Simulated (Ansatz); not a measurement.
# K (fcc type): the cost of one run

Program: Ansatz 0.2.0. Level of theory: DFT, PBEsol, PAW with Ansatz's default frozen-core files, scalar-relativistic. These are calculated values, not measurements.

## (1) Starting point

Symmetry: Fm-3m, No. 225, cubic system. Conventional cell: a = 6.583 Å, b = 6.583 Å, c = 6.583 Å, α = 90.00°, β = 90.00°, γ = 90.00°.

As a file:

```cif
data_structure
_symmetry_space_group_name_H-M 'Fm-3m'
_symmetry_Int_Tables_number 225
_cell_length_a 6.5831
_cell_length_b 6.5831
_cell_length_c 6.5831
_cell_angle_alpha 90.000
_cell_angle_beta 90.000
_cell_angle_gamma 90.000
_cell_volume 285.29
loop_
_atom_site_label
_atom_site_type_symbol
_atom_site_symmetry_multiplicity
_atom_site_Wyckoff_symbol
_atom_site_fract_x
_atom_site_fract_y
_atom_site_fract_z
_atom_site_occupancy
K1 K 4 a 0.00000 0.00000 0.00000 1
```

The file gives the conventional cell by its symmetry; the runs use the cell typed in the input.

Whether this phase is the stable one at these pressures isn't tested.

## (2) Cell relaxed at zero pressure, PAW

Input file input.yaml:

```yaml
crystal:
  lattice:
    - [0.0, 3.2915455456, 3.2915455456]
    - [3.2915455456, 0.0, 3.2915455456]
    - [3.2915455456, 3.2915455456, 0.0]
  atoms:
    - { symbol: K, position: [0.0, 0.0, 0.0] }
kpoints:
  mp_grid: { grid: [11, 11, 11] }
scf:
  occupations: { method: fermi_dirac, width: 0.1 }
hamiltonian:
  xc: pbesol
  pseudopotentials: { kind: paw }
output:
  forces: true
  stress: true
relax:
  f_tol: 0.005
  max_steps: 40
  cell: {}
```

The run is started by

```sh
ansatz run input.yaml --threads 1 --pin off --max-ram 2048MiB --backend cpu --events-out ev --progress --plain --runs-dir out
```

Q: Estimate wall time and peak memory on 1 thread of Arm Neoverse V1, shared host.

About 4.3 s, with a peak of 0.32 GiB.
